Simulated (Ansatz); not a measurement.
# CH7AlOS: a dynamics run in two tries

Wanted: a short trajectory, and a check that the input is sound.

Method: UKS PBE-D4/6-31G, in Ansatz 0.2.0.

**1. The system as given**

Bond lengths: Al1–S2 2.639 Å, Al1–H3 1.534 Å, Al1–H4 1.536 Å, Al1–O6 2.178 Å, O6–C7 1.398 Å, S2–H8 1.332 Å, C7–H9 1.094 Å, C7–H10 1.091 Å, C7–H11 1.093 Å. Angles: Al1–S2–H8 91.1°, S2–Al1–H3 113.3°, S2–Al1–H4 112.4°, S2–Al1–O6 74.8°, H3–Al1–H4 122.4°, H3–Al1–O6 112.8°, H4–Al1–O6 111.6°, Al1–O6–C7 161.6°, O6–C7–H9 110.3°, O6–C7–H10 108.7°, O6–C7–H11 110.2°, H9–C7–H10 109.0°, H9–C7–H11 109.6°, H10–C7–H11 109.1°.

Coordinates:

```xyz
11

Al   -1.1668   -1.2568    0.5468
S     1.2859   -1.5439    1.4772
H    -1.5878   -2.3804   -0.4082
H    -2.1239   -0.6631    1.5914
H     0.9000   -0.2919    0.2534
O     0.0037    0.2930   -0.4389
C     0.3478    1.4060   -1.2126
H     1.0483   -0.6635    2.4475
H     0.7051    2.2172   -0.5715
H    -0.5380    1.7444   -1.7522
H     1.1256    1.1390   -1.9330
```

**2. The run**

Input file input.yaml:

```yaml
crystal:
  periodic: [false, false, false]
  atoms:
    - { symbol: Al, position_ang: [-1.1668, -1.2568, 0.5468] }
    - { symbol: S, position_ang: [1.2859, -1.5439, 1.4772] }
    - { symbol: H, position_ang: [-1.5878, -2.3804, -0.4082] }
    - { symbol: H, position_ang: [-2.1239, -0.6631, 1.5914] }
    - { symbol: H, position_ang: [0.9, -0.2919, 0.2534] }
    - { symbol: O, position_ang: [0.0037, 0.293, -0.4389] }
    - { symbol: C, position_ang: [0.3478, 1.406, -1.2126] }
    - { symbol: H, position_ang: [1.0483, -0.6635, 2.4475] }
    - { symbol: H, position_ang: [0.7051, 2.2172, -0.5715] }
    - { symbol: H, position_ang: [-0.538, 1.7444, -1.7522] }
    - { symbol: H, position_ang: [1.1256, 1.139, -1.933] }
magnetization:
  spin_polarized: true
basis:
  gaussian: { orbitals: "6-31G" }
hamiltonian:
  xc: pbe
  dispersion: d4
md:
  timestep: 0.5
  n_steps: 25
  ensemble: nvt_langevin
  initial_velocities: maxwell_boltzmann
  seed: 70794
```

The run is started by

```bash
> ansatz run input.yaml --threads 1 --pin off --max-ram 2048MiB --backend cpu --events-out ev --progress --plain --runs-dir out
```

What does the calculation give? Wanted: first try.

The runs gave:

| quantity | value |
| --- | --- |
| first try | refused |
| cause | a Langevin thermostat is asked for with no temperature to hold |

In words: The fault in the first input was caught at the input check and cost nothing.
